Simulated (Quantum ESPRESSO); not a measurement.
MnAs:

```
As Mn
1.0
     3.71000    0.00000    0.00000
    -1.85500    3.21295    0.00000
     0.00000    0.00000    5.69100
As Mn
2 2
Direct
  0.66667 0.33333 0.75000
  0.33333 0.66667 0.25000
  0.00000 0.00000 0.50000
  0.00000 0.00000 0.00000
```

| Item | Value |
| --- | --- |
| Program | Quantum ESPRESSO 7.5 |
| Task | single point |
| Functional | PBEsol |
| Potentials or basis | GBRV 1.5 PBEsol |
| Cutoff | 612 eV |
| Density cutoff | 4898 eV |
| k mesh | 8 × 8 × 5 |
| Occupations | fermi-dirac, width 0.05 eV |
| Spin | collinear spin, ferromagnetic start |
| Starting moments | [0.0, 0.0, 4.0, 4.0] μB |

On this cell: pressure -8.0 GPa; largest force under 0.003 eV/Å; net moment 6.29 μB per cell; site moments As -0.12; Mn +3.15 μB; band gap on the k mesh none (metal or under the smearing width).

The same run follows on a disturbed copy (atoms moved at random, drawn with an rms of 0.05 Å):

```
As Mn
1.0
     3.71000    0.00000    0.00000
    -1.85500    3.21295    0.00000
     0.00000    0.00000    5.69100
As Mn
2 2
Direct
  0.65078 0.32644 0.75437
  0.33156 0.66783 0.23819
  0.99495 0.99580 0.49976
  0.00557 0.00504 0.99625
```

**Question.** What changes?

**Answer.** The energy (extrapolated to zero smearing) moves by +5.9 meV/atom; pressure -7.8 GPa; largest force 0.417 eV/Å; net moment 6.29 μB per cell; site moments As -0.11; Mn +3.21, +3.03 μB; band gap on the k mesh none (metal or under the smearing width).

Forces in eV/Å, atoms in the order of the input:
```
As   0.315  0.170 -0.214
As   0.034 -0.017  0.272
Mn  -0.092  0.010 -0.118
Mn  -0.257 -0.164  0.060
```

Stress tensor (GPa, compression positive):
```
-6.59  0.39 -0.13
 0.39 -7.09 -0.09
-0.13 -0.09 -9.75
```

Caveats: only a ferromagnetic start was run, and an antiferromagnetic order may lie lower in energy.
